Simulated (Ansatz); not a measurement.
Crystal: TiCuNi2.

```
Cu Ni Ti
1.0
    -1.83678    1.83678    3.57467
     1.83678   -1.83678    3.57467
     1.83678    1.83678   -3.57467
Cu Ni Ti
1 2 1
Direct
  0.50000 0.50000 0.00000
  0.25000 0.75000 0.50000
  0.75000 0.25000 0.50000
  0.00000 0.00000 0.00000
```

The cell comes from a database or a generator and needn't be the stable form of this composition.

Base run:

```yaml
Program: Ansatz 0.2.0
Functional: PBEsol
Potentials_or_basis: all-electron LAPW, scalar-relativistic
Cutoff: 269 eV (chosen from the basis error)
Basis_error_allowed: 0.002 eV/atom
k_mesh: 10 × 10 × 10
Occupations: fermi-dirac, width 0.05 eV
Spin: collinear spin, ferromagnetic start
Starting_moments: "[0.6, 1.0, 1.0, 1.0] μB"
```

Its results: pressure -6.7 GPa; net moment 0.00 μB per cell.

**Question.** The run is repeated on the same cell with these changes: functional from PBEsol to LDA. What comes out?

**Answer.** Pressure -13.0 GPa; net moment 0.00 μB per cell.

LDA binds more tightly than PBEsol, so the same cell stands under less pressure.

Caveats: the starting moments weren't kept.
